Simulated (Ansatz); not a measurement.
**C2H5GaO: how energies converge with the basis set**

How large a basis does C2H5GaO need? Two functionals are run in growing sets.

Program: Ansatz 0.2.0, Gaussian basis. Level of theory: one geometry, several basis sets. These are calculated values, not measurements.

Plan: PBE0-D4/def2-SVP; ωB97M-V/def2-SVP; PBE0-D4/def2-QZVPP; ωB97M-V/def2-QZVPP; the functionals' def2-TZVPP values are taken from earlier runs.

### Step 1. Structure used throughout

The geometry comes from an earlier relaxation with PBE0-D4 in a triple-zeta def2 set; it is a stationary point, not always the lowest conformer.

SMILES `[CH2]1O[CH2][GaH]1`, 9 atoms, charge 0, spin multiplicity 1.

Atoms are counted from 1 here; the program's logs count them from 0.

Bond lengths: C1–O2 1.431 Å, C1–Ga4 1.999 Å, C1–H5 1.097 Å, C1–H6 1.097 Å, O2–C3 1.431 Å, C3–Ga4 1.999 Å, C3–H7 1.097 Å, C3–H8 1.097 Å, Ga4–H9 1.564 Å. Angles: O2–C1–Ga4 90.1°, O2–C1–H5 110.9°, O2–C1–H6 110.9°, Ga4–C1–H5 117.8°, Ga4–C1–H6 117.9°, H5–C1–H6 107.9°, C1–O2–C3 108.7°, O2–C3–Ga4 90.1°, O2–C3–H7 110.9°, O2–C3–H8 110.9°, Ga4–C3–H7 117.9°, Ga4–C3–H8 117.8°, H7–C3–H8 107.9°, C1–Ga4–C3 71.1°, C1–Ga4–H9 144.4°, C3–Ga4–H9 144.4°.

### Step 2. PBE0-D4 in def2-SVP

Input file in.yaml:

```yaml
crystal:
  periodic: [false, false, false]
  atoms:
    - {symbol: C, position_ang: [-0.265099, 0.981516, -0.668396]}
    - {symbol: O, position_ang: [0.827513, 0.076711, -0.854765]}
    - {symbol: C, position_ang: [0.762153, -0.935843, 0.154009]}
    - {symbol: Ga, position_ang: [-0.878051, -0.079875, 0.910541]}
    - {symbol: H, position_ang: [-0.911593, 1.001532, -1.553915]}
    - {symbol: H, position_ang: [0.097556, 2.001198, -0.492201]}
    - {symbol: H, position_ang: [1.670988, -0.935602, 0.767472]}
    - {symbol: H, position_ang: [0.659205, -1.930368, -0.296351]}
    - {symbol: H, position_ang: [-1.962682, -0.179277, 2.033607]}
basis:
  gaussian: {orbitals: def2-SVP}
hamiltonian: {xc: pbe0, dispersion: d4}
output: {orbitals: {seedname: orbitals}}
```

Command:

```sh
ansatz run in.yaml --threads 2 --pin off --events-out ev --progress --plain --max-ram 4352MiB
```

The runs that follow: ωB97M-V in def2-SVP; PBE0-D4 in def2-QZVPP; ωB97M-V in def2-QZVPP.

**Question.** What will the summary of the whole plan be? Wanted: PBE0-D4: double and triple zeta above quadruple; ωB97M-V: double and triple zeta above quadruple.

The runs gave:

| quantity | value |
| --- | --- |
| PBE0-D4: double and triple zeta above quadruple | 13.00, 1.42 eV |
| ωB97M-V: double and triple zeta above quadruple | 13.10, 1.37 eV |

**Reading.** For PBE0-D4 the step from double to triple zeta gains 11.58 eV and the next only 1.42 eV. These are total energies; as a rule much of such shifts cancels in differences, which this series doesn't test.
